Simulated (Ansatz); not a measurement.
# ClH6NO3Si2: a ladder of functionals and wavefunction methods

Aim: compute ClH6NO3Si2 with functionals from several rungs and with coupled cluster, and see how far each lands from CCSD(T) at the basis-set limit for the atomisation energy.

The runs use Ansatz 0.2.0, Gaussian basis; functionals in def2-TZVPP, the program's frozen cores in correlated methods.

The runs, in order: PBE-D4, r2SCAN-D4, PBE0-D4, B3LYP-D4, ωB97X-V, ωB97M-V, B2PLYP; CCSD(T)/def2-TZVPP; MP2/def2-QZVPP; extrapolation to the limit.

### Step 1. Structure used throughout

An earlier PBE0-D4 in a triple-zeta def2 set relaxation fixed the geometry.

SMILES `O[SiH](O)N[SiH](O)Cl`, 13 atoms, charge 0, spin multiplicity 1.

Atoms are counted from 1 here; the program's logs count them from 0.

Bond lengths: O1–Si2 1.639 Å, O1–H8 0.958 Å, Si2–O3 1.651 Å, Si2–N4 1.705 Å, Si2–H9 1.483 Å, O3–H10 0.959 Å, N4–Si5 1.721 Å, N4–H11 1.012 Å, Si5–O6 1.621 Å, Si5–Cl7 2.063 Å, Si5–H12 1.473 Å, O6–H13 0.967 Å. Angles: Si2–O1–H8 117.3°, O1–Si2–O3 109.2°, O1–Si2–N4 112.9°, O1–Si2–H9 107.5°, O3–Si2–N4 104.4°, O3–Si2–H9 110.9°, N4–Si2–H9 111.7°, Si2–O3–H10 116.0°, Si2–N4–Si5 130.0°, Si2–N4–H11 115.0°, Si5–N4–H11 114.4°, N4–Si5–O6 110.4°, N4–Si5–Cl7 109.9°, N4–Si5–H12 110.5°, O6–Si5–Cl7 110.3°, O6–Si5–H12 110.0°, Cl7–Si5–H12 105.6°, Si5–O6–H13 114.1°.

### Step 2. PBE-D4 (GGA)

in.yaml reads:

```yaml
crystal:
  periodic: [false, false, false]
  atoms:
    - {symbol: O, position_ang: [1.480747, -1.229757, -1.493325]}
    - {symbol: Si, position_ang: [1.082130, -0.643062, -0.015554]}
    - {symbol: O, position_ang: [1.419088, 0.971991, 0.037765]}
    - {symbol: N, position_ang: [-0.588672, -0.739610, 0.309458]}
    - {symbol: Si, position_ang: [-1.766590, 0.509346, 0.435250]}
    - {symbol: O, position_ang: [-1.076384, 1.891345, 0.927703]}
    - {symbol: Cl, position_ang: [-2.696920, 0.784388, -1.385158]}
    - {symbol: H, position_ang: [2.185929, -1.876614, -1.534251]}
    - {symbol: H, position_ang: [1.880650, -1.384645, 0.989669]}
    - {symbol: H, position_ang: [2.033374, 1.295791, -0.623162]}
    - {symbol: H, position_ang: [-0.972136, -1.675985, 0.300939]}
    - {symbol: H, position_ang: [-2.835734, 0.118999, 1.370674]}
    - {symbol: H, position_ang: [-0.145484, 1.977813, 0.679992]}
basis:
  gaussian: {orbitals: def2-TZVPP}
hamiltonian: {xc: pbe, dispersion: d4}
output: {forces: true, orbitals: {seedname: orbitals}}
```

Run with:

```console
ansatz run in.yaml --threads 2 --pin off --events-out ev --progress --plain --max-ram 32768MiB --backend cuda --devices 0, --max-vram 18GiB
```

The runs that follow: r2SCAN-D4 (meta-GGA); PBE0-D4 (hybrid); B3LYP-D4 (hybrid); ωB97X-V (range-separated); ωB97M-V (range-separated); B2PLYP (double hybrid); CCSD(T) in def2-TZVPP; MP2 in def2-QZVPP.

Before running them: what should the planned runs give, taken together? Wanted: atomisation energy, CCSD(T)/CBS; farthest; mean size of error, hybrid; mean size of error, range-separated; gap, smallest and largest; T1 diagnostic; triples share of the correlation energy.

**Answer**, as computed:

```
                               quantity                                 value
        atomisation energy, CCSD(T)/CBS                         5027.6 kJ/mol
 functionals within 25.1 kJ/mol (0.5 %)              PBE-D4, ωB97X-V, ωB97M-V
                               farthest                 B2PLYP (-99.5 kJ/mol)
             mean size of error, hybrid                           74.6 kJ/mol
    mean size of error, range-separated                            7.9 kJ/mol
              gap, smallest and largest  6.16 eV (PBE-D4), 12.80 eV (ωB97X-V)
                          T1 diagnostic                                0.0111
triples share of the correlation energy                                 3.6 %
```

PBE-D4 misses by +14.3 kJ/mol. Double hybrids carry the basis error of their MP2 part in triple zeta, and no dispersion term here, so their miss is partly the set-up's. The reference freezes the cores and leaves out relativity and excitations past (T), so misses under about 25.1 kJ/mol can't be ranked. Hartree-Fock recovers 70 % of the binding; the rest is correlation. Orbital gaps span 6.2 to 12.8 eV; exact exchange widens them.
